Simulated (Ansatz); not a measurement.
## GeH3IO, SMILES [OH][GeH2][I]: a ladder of basis sets

Computed with Ansatz 0.2.0 through its Python package.

Input file `geh3io.xyz`:
```text
6

O    -0.57690   -1.40200    0.11660
Ge    0.35250    0.13460    0.15600
I    -1.20710    2.16080    0.04960
H    -1.02670   -1.30100   -0.76620
H     1.32440    0.15690   -1.07270
H     1.17600    0.18670    1.47060
```

`run_basis.py`:
```python
"""Basis-set convergence for GeH3IO."""

import warnings

import ansatz as az


def main() -> None:
    warnings.simplefilter("ignore", az.DeckWarning)

    system = az.Crystal.molecule_from_extxyz("geh3io.xyz")

    setup = system.calculation().functional("b3lyp")

    energies = {}
    for basis in ["def2-SVP", "def2-SVPD", "def2-TZVP", "def2-TZVPP"]:
        rep = setup.basis(gaussian=basis).run(threads=1, pin="off").report
        size = rep["n_frozen"] + rep["n_occupied"][0] + rep["n_virtual"][0]
        energies[basis] = (rep["reference_energy_ev"] / 27.211386246, rep["free_energy_ev"] / 27.211386246)
        print(f"{basis:14s} {size:4d} orbitals  reference {energies[basis][0]:14.6f} Ha  total {energies[basis][1]:14.6f} Ha")

    last = energies["def2-TZVPP"][1]
    for basis, (_, total) in energies.items():
        print(f"{basis:14s} lies {27.211386 * (total - last):9.4f} eV above def2-TZVPP")


if __name__ == "__main__":
    main()
```

Output of `python run_basis.py`:
```text
def2-SVP         87 orbitals  reference   -2451.598545 Ha  total   -2451.598545 Ha
def2-SVPD       120 orbitals  reference   -2451.612519 Ha  total   -2451.612519 Ha
def2-TZVP       147 orbitals  reference   -2451.971612 Ha  total   -2451.971612 Ha
def2-TZVPP      171 orbitals  reference   -2451.973645 Ha  total   -2451.973645 Ha
def2-SVP       lies   10.2070 eV above def2-TZVPP
def2-SVPD      lies    9.8267 eV above def2-TZVPP
def2-TZVP      lies    0.0553 eV above def2-TZVPP
def2-TZVPP     lies    0.0000 eV above def2-TZVPP
```

Against def2-SVP: def2-SVPD -14.0 mHa, def2-TZVP -373.1 mHa and def2-TZVPP -375.1 mHa. The last step alone is -2.03 mHa (these two sets differ little on atoms other than hydrogen). From the first set to the last the time grows from 3.2 to 6.1 s.

The drop along the ladder measures the basis error, and is no property of the molecule. The geometry is a force-field or estimated start, not a minimum of this method, and the last set is no limit. Much of the fall in a total is atomic energy, which cancels in bond and reaction energies. def2 sets replace the cores of elements past krypton by effective core potentials. b3lyp holds the VWN-RPA fit, as in Gaussian; the form of ORCA and Turbomole is b3lyp5. Run time: 19 s on 1 thread of Arm Neoverse V1 (shared host), peak memory 0.44 GiB.
